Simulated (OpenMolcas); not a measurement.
**Ce³⁺ among point charges: CASSCF and CASPT2 levels and susceptibility**

Aim: the splitting of the states of Ce³⁺ in the field of 6 point charges, its lowest levels with spin-orbit coupling and its magnetic susceptibility.

Program: OpenMolcas 26.06. Level of theory: state-averaged CASSCF and CASPT2, spin-orbit coupling by RASSI with atomic mean-field integrals. These are calculated values, not measurements, unless marked.

## (1) The system

```
Species                           : Ce³⁺ (cerium, Z = 58, 55 electrons)
Basis                             : ANO-RCC-VDZP [7s6p4d2f1g], 68 functions
Scalar Hamiltonian                : DKH2, point nucleus
Inactive shells                   : 1s 2s 2p 3s 3p 3d 4s 4p 4d 5s 5p
Active space                      : 1 electron in 7 orbitals (4f)
Some configurations of this space : 4f
Orbitals                          : optimised for the highest spin of each parity, averaged over all roots
```

Outer shells as boxes (Hund's rule):

4f
```
4f [↑ ][  ][  ][  ][  ][  ][  ]
```

The ion sits among 6 point charges of -0.5 e arranged as a tetragonal octahedron (D4h), 2.68 Å from the ion, with the axial distance 2.653 Å.

The work runs as a chain of OpenMolcas steps in one folder; each step below is one input file. Labels, J, g values, rates, χT and fits are worked out afterwards by a script from the matrices that RASSI stores. The input lists half of the charges; inversion (Group=XYZ) makes the rest.

## (2) GATEWAY and SEWARD: basis and integrals

File a.inp:

```
&GATEWAY
Coord
1

Ce 0.0 0.0 0.0
Basis=ANO-RCC-VDZP
Group=XYZ
NoMove
AngMom=0.0 0.0 0.0
AMFI
XField
3 Angstrom 0
2.680000 0.000000 0.000000 -0.500000
0.000000 2.680000 0.000000 -0.500000
0.000000 0.000000 2.653200 -0.500000
&SEWARD
```

Started as:

```bash
OMP_NUM_THREADS=1 MOLCAS_MEM=2252 MOLCAS_PROJECT=a pymolcas a.inp > a.log
```

## (3) Reference wave functions, doublets of odd parity, 7 roots

File a.inp:

```
&RASSCF
FileOrb=start.orb
Symmetry=2
Spin=2
nActEl=1 0 0
Inactive=15 12
Ras2=0 7
CIRoot=7 7 1
SDav=7
CIMx=300
Iter=120 100
PrWF=0.3
OrbListing=Nothing
MaxOrb=0
>>> COPY $Project.JobIph JOB001
```

start.orb holds the contracted functions of the basis, ordered by shell, or the orbitals of the step before.

## (4) State interaction with spin-orbit coupling

File a.inp:

```
&RASSI
NrOfJobIphs=1 7
1 2 3 4 5 6 7
IphNames
JOB001
EJob
SpinOrbit
DIPRint=1.0
SOCoupling=1000.0
Subsets=2
Property=9
'ANGMOM' 1 'ANGMOM' 2 'ANGMOM' 3 'MLTPL  1' 1 'MLTPL  1' 2 'MLTPL  1' 3
'AMFI' 1 'AMFI' 2 'AMFI' 3
SOProperty=3
'ANGMOM' 1 'ANGMOM' 2 'ANGMOM' 3
```

## (5) CASPT2: IPEA 0.25, imaginary shift 0.1 (closed shells correlated: 5s 5p)

File a.inp:

```
>>> COPY JOB001 $Project.JobIph
&CASPT2
Multistate=7 1 2 3 4 5 6 7
NoMult
Frozen=14 9
IPEA=0.25
Imaginary=0.1
MaxIter=60
WThr=0.0 0.3 0.05
PrWF=0.5
NoMix
```

(Steps that only read results are left out.)

Q: Predict the outcome of this session. Wanted: spin-free ground state; first state of the same spin within the active space; lowest level; next level.

The runs gave:

| quantity | value |
| --- | --- |
| method | SS-CASPT2, IPEA 0.25, imaginary shift 0.1 (closed shells correlated: 5s 5p) |
| spin-free ground state | 2E, 2-fold in its orbital part |
| first state of the same spin within the active space | 2B1 at 19.2 cm⁻¹ |
| lowest level | 2-fold E3/2, g = 1.04, 1.91, 1.91 |
| next level | 102.9 cm⁻¹ |
| χT at 300 K | 0.80 cm³ K/mol |
| effective moment at 300 K | 2.53 μB |

Cost by method:

```tsv
method	time of its own steps	time with the reference
A. CASSCF	1.9 s	1.9 s
B. SS-CASPT2, IPEA 0.25, imaginary shift 0.1, +5s 5p	1.2 s	3.1 s
```

Times are of one thread on a shared host.

The spin-free ground state (2E) comes to 100 % from free-ion F terms and keeps the highest spin of the shell. This is an electrostatic model: the charges have no orbitals.
